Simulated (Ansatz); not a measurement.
## BH7NP, SMILES N[BH2-][PH3+]: energies of removing a hydrogen, step by step

With Ansatz's Python interface.

Interactive session:
```pycon
>>> import ansatz as az
>>> def energy_of(molecule, charge=0, unpaired=0):
...     calc = molecule.calculation().basis(gaussian="def2-SVPD").functional("r2scan0")
...     if charge:
...         calc = calc.charge(charge)
...     if unpaired:
...         calc = calc.spin("collinear", total=unpaired)
...     return calc.run(threads=1).report["free_energy_ev"]
...
>>> GEOMETRY = """
... N     1.39480    0.61660    0.25220
... B     0.43390   -0.49610   -0.18330
... P    -1.34730    0.00830    0.21970
... H     2.36670    0.25330    0.12890
... H     1.28490    1.40930   -0.42010
... H     0.53520   -0.68800   -1.35620
... H     0.69410   -1.50160    0.40160
... H    -2.22300   -1.02760   -0.15650
... H    -1.67360    1.18030   -0.48850
... H    -1.46570    0.24550    1.60220
... """
>>> def without(molecule, index):
...     rest = az.Crystal.molecule()
...     for i, site in enumerate(molecule.cartesian_sites):
...         if i != index:
...             rest = rest.atom(site.symbol, site.position_ang)
...     return rest
...
>>> geometry = az.Crystal.molecule()
>>> for line in GEOMETRY.strip().splitlines():
...     symbol, *xyz = line.split()
...     geometry = geometry.atom(symbol, [float(v) for v in xyz])
...
>>> whole = energy_of(geometry, 0)

>>> hydrogen = energy_of(az.Crystal.molecule().atom("H", (0, 0, 0)), 0, 1)
>>> print(f"E(molecule) = {whole:.5f} eV, E(H) = {hydrogen:.5f} eV")
E(molecule) = -11561.80413 eV, E(H) = -13.58464 eV
>>> for index in [4, 6, 9]:
...     radical = energy_of(without(geometry, index), 0, 1)
...     print(f"H{index}: homolysis {23.060548 * (radical + hydrogen - whole):.1f} kcal/mol")
...     anion = energy_of(without(geometry, index), -1)
...     print(f"H{index}: loss of a proton {23.060548 * (anion - whole):.1f} kcal/mol")
...
H4: homolysis 100.1 kcal/mol
H4: loss of a proton 426.2 kcal/mol
H6: homolysis 96.4 kcal/mol
H6: loss of a proton 427.5 kcal/mol
H9: homolysis 85.8 kcal/mol
H9: loss of a proton 346.1 kcal/mol
```

Notes:
- Total energies depend on the basis set; only differences at equal settings carry meaning.
- The geometry is a force-field or estimated start, not a minimum of this method, and the basis set is short of its limit. All parts are taken at fixed geometry, without zero-point energy.
- Timing: 45 s on 1 thread of Arm Neoverse V2, with other jobs on the host, peak memory 0.34 GiB.

(Lines on the test bed's own set-up are left out of the output.)
